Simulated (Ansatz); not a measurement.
# Si3BTe2: from a guess to a relaxed structure

Aim: relax a trial structure of Si3BTe2 and see where it ends.

Method: DFT PBE, scalar-relativistic, plane waves, PAW, in Ansatz 0.2.0.

### 1 The system as given

The structure is tetragonal, space group P4mm (No. 99). Conventional cell: a = 3.530 Å, b = 3.530 Å, c = 10.189 Å, α = 90.00°, β = 90.00°, γ = 90.00°. Si (site symmetry 4mm) has 4 Si at 2.93 Å and 5 Te at 3.06 to 3.31 Å as nearest neighbours. Si (site symmetry 4mm) is surrounded by 4 B at 2.96 Å and 5 Te at 3.06 to 3.34 Å. Si (site symmetry 4mm) is surrounded by 4 Si at 2.93 Å and 5 Te at 3.07 to 3.30 Å. B (site symmetry 4mm) has 4 Si at 2.96 Å and 5 Te at 3.05 to 3.36 Å as nearest neighbours. Te (site symmetry 4mm) is surrounded by 4 B at 3.05 Å and 6 Si at 3.07 to 3.34 Å. Te (site symmetry 4mm) is surrounded by 9 Si at 3.06 to 3.30 Å and 1 B at 3.36 Å.

As a file:

```cif
data_structure
_symmetry_space_group_name_H-M 'P4mm'
_symmetry_Int_Tables_number 99
_cell_length_a 3.5303
_cell_length_b 3.5303
_cell_length_c 10.1895
_cell_angle_alpha 90.000
_cell_angle_beta 90.000
_cell_angle_gamma 90.000
_cell_volume 126.99
loop_
_atom_site_label
_atom_site_type_symbol
_atom_site_symmetry_multiplicity
_atom_site_Wyckoff_symbol
_atom_site_fract_x
_atom_site_fract_y
_atom_site_fract_z
_atom_site_occupancy
Si1 Si 1 a 0.00000 0.00000 0.67469 1
Si2 Si 1 a 0.00000 0.00000 0.32747 1
Si3 Si 1 b 0.50000 0.50000 0.82498 1
B1 B 1 b 0.50000 0.50000 0.17134 1
Te1 Te 1 a 0.00000 0.00000 0.99994 1
Te2 Te 1 b 0.50000 0.50000 0.50158 1
```

The cell is invented: species swapped into a database cell of MnAl2Cr3 (P4mm, No. 99), with B on the Mn sites, Te on the Al sites and Si on the Cr sites. The dimensions are guesses.

### 2 The guess as it stands, on a coarse mesh

File input.yaml:

```yaml
crystal:
  lattice:
    - [3.53026768, 0.0, 0.0]
    - [0.0, 3.53026768, 0.0]
    - [0.0, 0.0, 10.18947232]
  atoms:
    - { symbol: Si, position: [0.0, 0.0, 0.67469239] }
    - { symbol: Si, position: [0.0, 0.0, 0.32746965] }
    - { symbol: Si, position: [0.5, 0.5, 0.82498175] }
    - { symbol: B, position: [0.5, 0.5, 0.17133546] }
    - { symbol: Te, position: [0.0, 0.0, 0.99994326] }
    - { symbol: Te, position: [0.5, 0.5, 0.5015775] }
basis:
  ecutwfc: 420
kpoints:
  mp_grid: { grid: [6, 6, 2] }
hamiltonian:
  xc: pbe
scf:
  occupations: { method: gaussian, width: 0.1 }
  lower_state_search: "off"
output:
  forces: true
  stress: true
  eigenvalues: true
```

The run is started by

```
$ ansatz run input.yaml --threads 1 --pin off --max-ram 2560MiB --backend cpu --events-out ev --progress --plain --runs-dir out
```

The session goes on with these runs: a loose first relaxation; relaxation on the finer mesh.

What does the calculation give? Wanted: conventional cell; volume; energy over the elements; gap on the mesh.

**Answer**, as computed:

```
                              quantity                                                                       value
symmetry at the end (tolerance 0.05 Å)                                                   space group P4mm (No. 99)
                     conventional cell  a = 3.132 Å, b = 3.132 Å, c = 12.668 Å, α = 90.00°, β = 90.00°, γ = 90.00°
                                volume                                                               20.72 Å³/atom
              energy over the elements                                                               +0.54 eV/atom
                       gap on the mesh                                                                none (metal)
```

The space group P4mm (No. 99) is kept, and the volume per atom shrinks by 2.1 % from the first guess. The formation energy is positive, so the separate elements lie lower. No finished test with a distortion of lower symmetry is shown, so the end may be a saddle point. Spin-orbit coupling is left out for Te. Layers here are held mostly by dispersion, which this level lacks, so their spacing and the stiffness across them are unreliable there.
